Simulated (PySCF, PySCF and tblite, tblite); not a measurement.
**C₄H₁₀BN: a path driven as rotation about a bond, and NMR exchange**

How fast is rotation about a bond in C₄H₁₀BN (`C=CB(C)NC`), and when do the exchanging lines merge?

Computed with tblite 0.8.0 (tight binding) and PySCF 2.14.0 (DFT, with response routines of our own); each step states its level. Atoms count from 0 throughout.

## 1. The starting structure

16 atoms, charge 0, multiplicity 1; geometry from: force field or distance geometry start.

Bonds of the start (Å): B2–C3 1.59, B2–N4 1.54, C0–C1 1.34, C0–H6 1.08, C0–H7 1.09, C1–B2 1.58, C1–H8 1.08, C3–H10 1.12, C3–H11 1.11, C3–H9 1.10, C5–H13 1.12, C5–H14 1.10, C5–H15 1.11, N4–C5 1.47, N4–H12 1.04.

## 2. GFN2-xTB relaxation, start minimum

What the job is given:

```
{"job": {"xc": "GFN2-xTB", "basis": "xTB", "kind": "relax"}, "charge": 0, "multiplicity": 1}
C      2.276300     0.351800    -0.817500
C      1.113900    -0.318500    -0.750300
B      0.064500    -0.087900     0.405700
C      0.334400     0.945700     1.582400
N     -1.239300    -0.906200     0.432700
C     -2.113500    -0.520900    -0.688400
H      2.962800     0.151700    -1.628300
H      2.539200     1.119900    -0.084800
H      0.906500    -1.075700    -1.493800
H      0.446500     1.961700     1.185700
H     -0.517300     0.926200     2.303200
H      1.258000     0.641500     2.127900
H     -0.984900    -1.909800     0.318600
H     -1.622900    -0.730500    -1.669800
H     -3.052500    -1.098600    -0.628500
H     -2.379200     0.558500    -0.606200
```

Command:

```
OMP_NUM_THREADS=1 python ens_run.py task.json out
```

One launch serves the whole session.

Log:

```text
step      E/eV     max force
  0    -483.10346    1.377
  1    -483.19881    0.847
  2    -483.25394    0.670
  3    -483.26793    0.302
  4    -483.27374    0.239
  5    -483.27743    0.194
  6    -483.28144    0.168
  7    -483.28448    0.143
  8    -483.28677    0.135
  9    -483.28835    0.098
 10    -483.28985    0.126
 11    -483.29170    0.142
 12    -483.29429    0.131
 13    -483.29761    0.175
 14    -483.30192    0.222
 15    -483.30915    0.282
 16    -483.32211    0.491
 17    -483.34031    0.542
 18    -483.38306    0.564
 19    -483.41237    0.486
 20    -483.44503    0.660
 21    -483.47586    0.647
 22    -483.52308    0.672
 23    -483.61100    0.681
 24    -483.66926    0.773
 25    -483.72285    0.892
 26    -483.85880    0.979
 27    -483.91423    0.926
 28    -483.94279    0.836
 29    -483.98279    0.783
 30    -484.00218    0.774
 31    -484.03768    0.546
 32    -484.10277    0.614
 33    -484.12245    0.523
 34    -484.17050    0.417
 35    -484.18393    0.460
 36    -484.20106    0.300
 37    -484.21384    0.267
 38    -484.23547    0.247
 39    -484.24328    0.232
 40    -484.25792    0.274
 41    -484.26999    0.282
 42    -484.28011    0.179
 43    -484.28484    0.169
 44    -484.28760    0.146
 45    -484.29071    0.135
 46    -484.29572    0.230
 47    -484.29945    0.187
 48    -484.30238    0.119
 49    -484.30451    0.102
 50    -484.30643    0.123
 51    -484.30807    0.142
 52    -484.30931    0.086
 53    -484.31013    0.064
 54    -484.31076    0.057
 55    -484.31136    0.070
 56    -484.31193    0.073
 57    -484.31236    0.043
 58    -484.31274    0.046
 59    -484.31321    0.047
 60    -484.31387    0.074
 61    -484.31469    0.071
 62    -484.31554    0.077
 63    -484.31639    0.075
 64    -484.31732    0.063
 65    -484.31824    0.073
 66    -484.31894    0.068
 67    -484.31938    0.052
 68    -484.31970    0.043
 69    -484.32002    0.050
 70    -484.32039    0.057
 71    -484.32079    0.042
 72    -484.32120    0.058
 73    -484.32159    0.065
 74    -484.32203    0.058
 75    -484.32264    0.081
 76    -484.32349    0.099
 77    -484.32453    0.097
 78    -484.32561    0.097
 79    -484.32663    0.084
 80    -484.32762    0.070
 81    -484.32866    0.067
 82    -484.32969    0.078
 83    -484.33039    0.078
 84    -484.33133    0.071
 85    -484.33221    0.080
 86    -484.33339    0.085
 87    -484.33451    0.078
 88    -484.33579    0.070
 89    -484.33668    0.056
 90    -484.33726    0.045
 91    -484.33758    0.039
 92    -484.33777    0.038
 93    -484.33793    0.034
 94    -484.33805    0.024
 95    -484.33823    0.026
 96    -484.33838    0.031
 97    -484.33861    0.033
 98    -484.33883    0.029
 99    -484.33908    0.036
100    -484.33938    0.042
101    -484.33977    0.043
102    -484.34016    0.038
103    -484.34040    0.031
104    -484.34050    0.048
105    -484.34064    0.033
106    -484.34075    0.024
107    -484.34086    0.018
108    -484.34094    0.016
109    -484.34098    0.013
110    -484.34101    0.014
111    -484.34105    0.015
112    -484.34108    0.016
113    -484.34111    0.010
114    -484.34112    0.007
115    -484.34113    0.008
116    -484.34115    0.010
117    -484.34117    0.014
118    -484.34120    0.015
119    -484.34123    0.012
120    -484.34124    0.010
121    -484.34125    0.009
122    -484.34127    0.012
123    -484.34129    0.018
124    -484.34133    0.023
125    -484.34137    0.023
126    -484.34143    0.022
127    -484.34150    0.026
128    -484.34161    0.031
129    -484.34180    0.052
130    -484.34206    0.065
131    -484.34229    0.048
132    -484.34248    0.029
133    -484.34264    0.029
134    -484.34276    0.045
135    -484.34289    0.049
136    -484.34302    0.050
137    -484.34318    0.030
138    -484.34335    0.043
139    -484.34356    0.047
140    -484.34382    0.037
141    -484.34391    0.067
142    -484.34410    0.030
143    -484.34420    0.028
144    -484.34436    0.035
145    -484.34450    0.032
146    -484.34471    0.031
147    -484.34493    0.025
148    -484.34457    0.126
149    -484.34518    0.020
150    -484.34528    0.014
151    -484.34502    0.099
152    -484.34541    0.012
153    -484.34547    0.012
154    -484.34548    0.058
155    -484.34557    0.016
156    -484.34560    0.017
157    -484.34566    0.040
158    -484.34571    0.014
159    -484.34572    0.010
160    -484.34574    0.010
161    -484.34575    0.012
162    -484.34576    0.010
163    -484.34577    0.011
164    -484.34579    0.010
165    -484.34580    0.009
166    -484.34581    0.009
167    -484.34582    0.008
168    -484.34583    0.009
169    -484.34584    0.011
170    -484.34585    0.004
171    -484.34585    0.004
172    -484.34585    0.004
173    -484.34585    0.004
174    -484.34586    0.004
175    -484.34586    0.003
176    -484.34586    0.003
```

Wall time 0.59 s (1 thread of Intel Xeon 6975P-C, shared host).

Gain 1.242 eV; displacement 0.99 Å root mean square.

## 3. Relaxed scan, rotation

What the job is given:

```
{"job": {"xc": "GFN2-xTB", "basis": "xTB", "coordinate": [["t", [3, 2, 1, 0], 0.25], ["t", [3, 2, 1, 8], 0.25], ["t", [4, 2, 1, 0], 0.25], ["t", [4, 2, 1, 8], 0.25]], "kind": "drive"}, "charge": 0, "multiplicity": 1}
C      2.728546    -0.024236    -0.345159
C      1.521654    -0.457603    -0.690019
B      0.154353    -0.020095    -0.061625
C      0.025758     1.093967     1.065960
N     -0.976432    -0.665258    -0.544823
C     -2.357790    -0.488541    -0.166365
H      3.635042    -0.372086    -0.818725
H      2.867869     0.704645     0.436920
H      1.482032    -1.195959    -1.488582
H     -0.611400     1.915308     0.741019
H     -0.419161     0.689220     1.973937
H      0.982594     1.524943     1.344459
H     -0.872201    -1.371286    -1.260838
H     -2.961911    -0.187030    -1.027627
H     -2.774912    -1.418147     0.233339
H     -2.431639     0.281104     0.596719
```

Log:

```text
point  coordinate     E/eV
  0    -72.100     -484.34183
  1    -57.100     -484.33138
  2    -42.200     -484.31213
  3    -27.200     -484.29065
  4    -12.000     -484.27721
  5      3.100     -484.27762
  6     18.200     -484.29163
  7     33.200     -484.31294
  8     48.100     -484.33209
  9     63.000     -484.33691
 10     77.900     -484.33083
 11     93.000     -484.32649
```

It took 1.9 s on 1 thread of Intel Xeon 6975P-C, shared host.

The highest point is number 4, 1.5 kcal/mol above the first.

## 4. Nudged elastic band, leg 1

The job, as its differences from that of step 3:

```diff
@@ -1,2 +1,2 @@
-{"job": {"xc": "GFN2-xTB", "basis": "xTB", "coordinate": [["t", [3, 2, 1, 0], 0.25], ["t", [3, 2, 1, 8], 0.25], ["t", [4, 2, 1, 0], 0.25], ["t", [4, 2, 1, 8], 0.25]], "kind": "drive"}, "charge": 0, "multiplicity": 1}
+{"job": {"xc": "GFN2-xTB", "basis": "xTB", "kind": "neb"}, "charge": 0, "multiplicity": 1}
 C      2.728546    -0.024236    -0.345159
```

Log:

```text
image   E - E0 / eV
  0       0.0000
  1       0.0156
  2       0.0454
  3       0.0696
  4       0.0554
  5       0.0209
  6       0.0055
```

Wall time 0.99 s (1 thread of Intel Xeon 6975P-C, shared host); peak memory 0.2 GiB.

The highest point is number 3, 1.6 kcal/mol above the first.

## 5. Saddle search, leg 1

What the job is given:

```
{"job": {"xc": "GFN2-xTB", "basis": "xTB", "kind": "saddle"}, "charge": 0, "multiplicity": 1}
C      2.628157    -0.582696    -0.239552
C      1.562471    -0.031615    -0.797939
B      0.153584     0.182237    -0.127203
C     -0.097810     1.427115     0.834451
N     -0.864239    -0.706217    -0.431450
C     -2.240404    -0.687526     0.010882
H      3.574683    -0.682172    -0.749104
H      2.604993    -0.957630     0.772047
H      1.669729     0.332151    -1.817583
H     -0.785663     2.136406     0.377208
H     -0.535070     1.127958     1.785555
H      0.820229     1.964279     1.057682
H     -0.681579    -1.477850    -1.057789
H     -2.917296    -0.490394    -0.826778
H     -2.517486    -1.647055     0.455336
H     -2.374299     0.093010     0.754237
```

Log:

```text
step      E/eV     max force
  0    -484.27628   0.0545
  1    -484.27702   0.1451
  2    -484.27733   0.0414
  3    -484.27783   0.0635
  4    -484.27830   0.0657
  5    -484.27838   0.0270
  6    -484.27849   0.0041
lowest wavenumbers (cm-1): -76.8 91.3 114.7 138.8 191.2 234.1
```

Run time: 1.9 s. Hardware: 1 thread of Intel Xeon 6975P-C, shared host; peak memory 0.2 GiB.

Point group C1; 1 imaginary mode, 77i cm⁻¹, carried by C0, H7, H8, C1. Steps downhill from it reached both ends.

## 6. Nudged elastic band, leg 2

What the job is given:

```
{"job": {"xc": "GFN2-xTB", "basis": "xTB", "kind": "neb"}, "charge": 0, "multiplicity": 1}
C      2.371430    -0.959957    -0.553285
C      1.694682     0.180773    -0.499166
B      0.207645     0.345797    -0.026030
C     -0.266027     1.693247     0.677542
N     -0.675605    -0.699271    -0.243451
C     -2.074210    -0.794227     0.099717
H      3.404086    -1.017791    -0.864455
H      1.925995    -1.900820    -0.265875
H      2.232186     1.082101    -0.778243
H     -1.051137     2.186473     0.105786
H     -0.670095     1.507528     1.671536
H      0.545496     2.407607     0.790373
H     -0.341965    -1.533916    -0.704827
H     -2.686464    -0.943645    -0.794903
H     -2.252522    -1.633882     0.778553
H     -2.392599     0.121662     0.589808
```

Log:

```text
image   E - E0 / eV
  0       0.0000
  1       0.0059
  2       0.0112
  3       0.0124
  4       0.0075
  5       0.0025
  6      -0.0000
```

It took 1.3 s on 1 thread of Intel Xeon 6975P-C, shared host; peak memory 0.2 GiB.

The highest point is number 3, 0.3 kcal/mol above the first.

## 7. Saddle search, leg 2

What the job is given:

```
{"job": {"xc": "GFN2-xTB", "basis": "xTB", "kind": "saddle"}, "charge": 0, "multiplicity": 1}
C      2.345065    -0.956590    -0.737269
C      1.754597     0.139441    -0.274050
B      0.231390     0.322908     0.062232
C     -0.314104     1.738773     0.544642
N     -0.630472    -0.753950    -0.071238
C     -2.051883    -0.807837     0.172354
H      3.403473    -1.009534    -0.945929
H      1.798479    -1.866694    -0.934590
H      2.398419     0.998857    -0.113458
H     -1.070685     2.123486    -0.138177
H     -0.780105     1.680617     1.527581
H      0.470980     2.487920     0.607928
H     -0.271955    -1.634146    -0.412287
H     -2.610980    -0.839563    -0.768894
H     -2.310287    -1.697066     0.753184
H     -2.361932     0.073377     0.727971
```

Log:

```text
step      E/eV     max force
  0    -484.32790   0.0136
  1    -484.32959   0.1337
  2    -484.32910   0.0229
  3    -484.33001   0.0259
  4    -484.33060   0.0713
  5    -484.33030   0.0081
  6    -484.33075   0.0102
  7    -484.33110   0.0185
  8    -484.33138   0.0234
  9    -484.33161   0.0210
 10    -484.33177   0.0229
 11    -484.33188   0.0060
 12    -484.33188   0.0022
lowest wavenumbers (cm-1): -66.3 89.4 113.1 172.0 186.6 252.4
```

Run time: 2.1 s. Hardware: 1 thread of Intel Xeon 6975P-C, shared host; peak memory 0.2 GiB.

Point group Cs; 1 imaginary mode, 66i cm⁻¹, carried by C1, H7, H8, C0. Steps downhill from it reached both ends.

## 8. DFT refinement, start: B3LYP-D3(BJ)/def2-SVP

What the job is given:

```
{"job": {"xc": "B3LYP", "basis": "def2-SVP", "kind": "refine"}, "charge": 0, "multiplicity": 1}
C      2.728546    -0.024236    -0.345159
C      1.521654    -0.457603    -0.690019
B      0.154353    -0.020095    -0.061625
C      0.025758     1.093967     1.065960
N     -0.976432    -0.665258    -0.544823
C     -2.357790    -0.488541    -0.166365
H      3.635042    -0.372086    -0.818725
H      2.867869     0.704645     0.436920
H      1.482032    -1.195959    -1.488582
H     -0.611400     1.915308     0.741019
H     -0.419161     0.689220     1.973937
H      0.982594     1.524943     1.344459
H     -0.872201    -1.371286    -1.260838
H     -2.961911    -0.187030    -1.027627
H     -2.774912    -1.418147     0.233339
H     -2.431639     0.281104     0.596719
```

Log:

```text
step      E/eV     max force
  0     -6474.46197   0.6818
  1     -6474.51100   0.1808
  2     -6474.51248   0.1682
  3     -6474.51277   0.1148
  4     -6474.51457   0.0516
  5     -6474.51477   0.0485
  6     -6474.51497   0.0114
```

Run time: 57 s. Hardware: 1 thread of Intel Xeon 6975P-C, shared host; peak memory 0.62 GiB.

Gain 0.053 eV; displacement 0.05 Å root mean square.

**DFT refinement, saddle of leg 1: B3LYP-D3(BJ)/def2-SVP**

What the job is given:

```
{"job": {"xc": "B3LYP", "basis": "def2-SVP", "kind": "refine"}, "charge": 0, "multiplicity": 1}
C      2.599977    -0.627787    -0.243650
C      1.569917    -0.003839    -0.793331
B      0.156312     0.214670    -0.135691
C     -0.103404     1.445845     0.841704
N     -0.853916    -0.678359    -0.450972
C     -2.226174    -0.690656     0.002115
H      3.553305    -0.740762    -0.738812
H      2.535037    -1.060730     0.742563
H      1.711815     0.409300    -1.789202
H     -0.872162     2.110353     0.449675
H     -0.443382     1.110916     1.820441
H      0.791022     2.043046     0.998145
H     -0.655728    -1.453377    -1.068458
H     -2.915472    -0.621797    -0.844767
H     -2.447579    -1.612069     0.548874
H     -2.399568     0.155247     0.661366
```

Log:

```text
step      E/eV     max force
  0     -6474.27918   0.7719
  1     -6474.33001   0.1911
  2     -6474.33249   0.1148
  3     -6474.33290   0.0159
  4     -6474.33299   0.0290
  5     -6474.33351   0.0394
  6     -6474.33568   0.1075
  7     -6474.33423   0.0457
  8     -6474.33462   0.0753
  9     -6474.33425   0.0352
 10     -6474.33466   0.0896
 11     -6474.33445   0.0139
```

Wall time 94 s (1 thread of Intel Xeon 6975P-C, shared host); peak memory 0.61 GiB.

Gain 0.055 eV; displacement 0.10 Å root mean square.

## 9. DFT refinement, minimum 1: B3LYP-D3(BJ)/def2-SVP

What the job is given:

```
{"job": {"xc": "B3LYP", "basis": "def2-SVP", "kind": "refine"}, "charge": 0, "multiplicity": 1}
C      2.371430    -0.959957    -0.553285
C      1.694682     0.180773    -0.499166
B      0.207645     0.345797    -0.026030
C     -0.266027     1.693247     0.677542
N     -0.675605    -0.699271    -0.243451
C     -2.074210    -0.794227     0.099717
H      3.404086    -1.017791    -0.864455
H      1.925995    -1.900820    -0.265875
H      2.232186     1.082101    -0.778243
H     -1.051137     2.186473     0.105786
H     -0.670095     1.507528     1.671536
H      0.545496     2.407607     0.790373
H     -0.341965    -1.533916    -0.704827
H     -2.686464    -0.943645    -0.794903
H     -2.252522    -1.633882     0.778553
H     -2.392599     0.121662     0.589808
```

Log:

```text
step      E/eV     max force
  0     -6474.40436   0.6907
  1     -6474.45910   0.1329
  2     -6474.45731   0.3089
  3     -6474.45853   0.1232
  4     -6474.45994   0.0774
  5     -6474.45962   0.1141
  6     -6474.46036   0.0209
  7     -6474.46043   0.0158
  8     -6474.46051   0.0238
  9     -6474.46059   0.0881
 10     -6474.46073   0.0220
 11     -6474.46083   0.0195
 12     -6474.46047   0.1526
 13     -6474.46100   0.0057
```

Wall time 1.9 min (1 thread of Intel Xeon 6975P-C, shared host); peak memory 0.56 GiB.

Gain 0.057 eV; displacement 0.09 Å root mean square.

DFT refinement, saddle of leg 2: B3LYP-D3(BJ)/def2-SVP:

What the job is given:

```
{"job": {"xc": "B3LYP", "basis": "def2-SVP", "kind": "refine"}, "charge": 0, "multiplicity": 1}
C      2.342136    -0.955498    -0.740706
C      1.749603     0.144281    -0.289403
B      0.228260     0.326443     0.056864
C     -0.302268     1.730604     0.588783
N     -0.639272    -0.741726    -0.105245
C     -2.058532    -0.805610     0.145819
H      3.399076    -1.004646    -0.957505
H      1.800620    -1.872696    -0.919485
H      2.390141     1.009329    -0.145611
H     -1.065403     2.146200    -0.068096
H     -0.753407     1.641421     1.576253
H      0.490365     2.470581     0.665535
H     -0.279109    -1.622287    -0.444302
H     -2.605190    -1.054023    -0.769263
H     -2.287273    -1.568344     0.896684
H     -2.409747     0.155969     0.509677
```

Log:

```text
step      E/eV     max force
  0     -6474.38411   0.6646
  1     -6474.43502   0.1113
  2     -6474.43536   0.0140
```

Wall time 23 s (1 thread of Intel Xeon 6975P-C, shared host); peak memory 0.59 GiB.

The energy fell by 0.051 eV, and the atoms moved 0.02 Å (root mean square).

## 10. DFT refinement, end: B3LYP-D3(BJ)/def2-SVP

What the job is given:

```
{"job": {"xc": "B3LYP", "basis": "def2-SVP", "kind": "refine"}, "charge": 0, "multiplicity": 1}
C      2.304394    -0.854395    -0.893964
C      1.771488     0.061764    -0.094617
B      0.237297     0.301491     0.132411
C     -0.306354     1.755177     0.487723
N     -0.621941    -0.780142     0.026151
C     -2.055672    -0.823157     0.184841
H      3.369392    -0.966997    -1.034106
H      1.692408    -1.532087    -1.470554
H      2.461742     0.720603     0.423670
H     -1.039496     2.099347    -0.240209
H     -0.797621     1.770083     1.459839
H      0.487537     2.497107     0.518274
H     -0.238425    -1.689585    -0.189939
H     -2.539264    -1.165100    -0.735420
H     -2.337903    -1.505821     0.992193
H     -2.427029     0.169621     0.423438
```

Log:

```text
step      E/eV     max force
  0     -6474.40403   0.6868
  1     -6474.45731   0.1734
  2     -6474.45733   0.1815
  3     -6474.45985   0.0787
  4     -6474.45980   0.1024
  5     -6474.46025   0.0632
  6     -6474.46035   0.0245
  7     -6474.46045   0.0256
  8     -6474.46050   0.0444
  9     -6474.46059   0.0368
 10     -6474.46062   0.1085
 11     -6474.46097   0.0407
 12     -6474.46124   0.0175
 13     -6474.46079   0.1535
 14     -6474.46136   0.0178
 15     -6474.46144   0.0169
 16     -6474.46100   0.1798
 17     -6474.46161   0.0067
```

Wall time 2.3 min (1 thread of Intel Xeon 6975P-C, shared host); peak memory 0.6 GiB.

Relaxing gained 0.058 eV and moved the atoms by 0.13 Å on average (rms).

## 11. Shieldings, start: BP86/pcSseg-1

What the job is given:

```
{"job": {"kind": "nmr", "xc": "BP86", "basis": "pcSseg-1", "pop": false}, "charge": 0, "multiplicity": 1}
C      2.735353     0.000025    -0.345231
C      1.530141    -0.484719    -0.683260
B      0.159004    -0.033697    -0.063501
C      0.043524     1.073926     1.068059
N     -0.992394    -0.672634    -0.559915
C     -2.374106    -0.475570    -0.179102
H      3.664105    -0.351436    -0.808301
H      2.847801     0.777930     0.418174
H      1.517581    -1.265136    -1.461130
H     -0.643062     1.886568     0.771456
H     -0.365275     0.645231     2.000690
H      1.008159     1.538351     1.320448
H     -0.869371    -1.378426    -1.280284
H     -2.998459    -0.165598    -1.036299
H     -2.822833    -1.394048     0.240967
H     -2.447764     0.308177     0.585818
```

Log:

```text
coarse grid: 12696 points
cycle   1  E = -237.8851845669  dE =  2.633e-01  |g| = 6.534e-01  |ddm| = 3.376e+00
cycle   2  E = -237.7347274378  dE =  1.505e-01  |g| = 9.843e-01  |ddm| = 1.550e+00
cycle   3  E = -237.9957965252  dE = -2.611e-01  |g| = 1.680e-01  |ddm| = 1.057e+00
cycle   4  E = -238.0029940371  dE = -7.198e-03  |g| = 5.934e-02  |ddm| = 1.726e-01
cycle   5  E = -238.0039091220  dE = -9.151e-04  |g| = 1.051e-02  |ddm| = 4.946e-02
cycle   6  E = -238.0039300330  dE = -2.091e-05  |g| = 5.561e-03  |ddm| = 1.177e-02
cycle   7  E = -238.0039361786  dE = -6.146e-06  |g| = 1.259e-03  |ddm| = 4.433e-03
final grid: 120752 points
cycle   8  E = -238.0460318793  dE = -5.784e-05  |g| = 6.643e-03  |ddm| = 3.567e-02
cycle   9  E = -238.0460137007  dE =  1.818e-05  |g| = 1.061e-02  |ddm| = 1.481e-02
cycle  10  E = -238.0460429165  dE = -2.922e-05  |g| = 1.798e-03  |ddm| = 9.073e-03
cycle  11  E = -238.0460436641  dE = -7.476e-07  |g| = 3.833e-04  |ddm| = 1.345e-03
cycle  12  E = -238.0460436713  dE = -7.208e-09  |g| = 1.184e-04  |ddm| = 3.368e-04
cycle  13  E = -238.0460436737  dE = -2.416e-09  |g| = 6.859e-05  |ddm| = 1.393e-04
cycle  14  E = -238.0460436749  dE = -1.251e-09  |g| = 1.539e-05  |ddm| = 6.235e-05
cycle  15  E = -238.0460436750  dE = -6.168e-11  |g| = 2.958e-06  |ddm| = 1.434e-05
converged SCF energy = -238.0460436750

GIAO shielding tensors (ppm)
atom      isotropic    diamagn.    paramagn.     s11        s22        s33       span
  0 C       40.594     254.405    -213.811    -76.019     41.504    156.298    232.317
  1 C       31.421     258.950    -227.530    -84.633     24.678    154.217    238.850
  2 B       59.349     194.154    -134.805     25.784     46.881    105.381     79.596
  3 C      184.412     253.794     -69.381    174.065    182.400    196.771     22.706
  4 N      134.381     321.986    -187.605     41.712    175.087    186.344    144.632
  5 C      145.777     243.809     -98.032    122.557    137.279    177.493     54.936
  6 H       25.151      28.386      -3.236     22.714     24.605     28.133      5.419
  7 H       25.064      32.430      -7.366     22.143     24.042     29.005      6.862
  8 H       25.215      32.284      -7.069     21.782     25.123     28.741      6.959
  9 H       31.059      31.762      -0.703     26.586     29.875     36.716     10.131
 10 H       31.121      31.632      -0.511     26.739     29.549     37.075     10.336
 11 H       30.536      32.627      -2.091     26.024     29.268     36.317     10.292
 12 H       27.582      33.620      -6.038     21.048     28.715     32.984     11.935
 13 H       28.466      27.446       1.020     24.174     26.399     34.826     10.652
 14 H       28.452      27.504       0.948     24.158     26.383     34.814     10.657
 15 H       28.175      30.126      -1.951     23.779     29.440     31.307      7.528
```

Run time: 16 s. Hardware: 1 thread of Intel Xeon 6975P-C, shared host; peak memory 0.58 GiB.

This run: HOMO -5.95 eV, LUMO -1.50 eV; dipole 1.73 D.

(Part 1 of 3 ends here.)
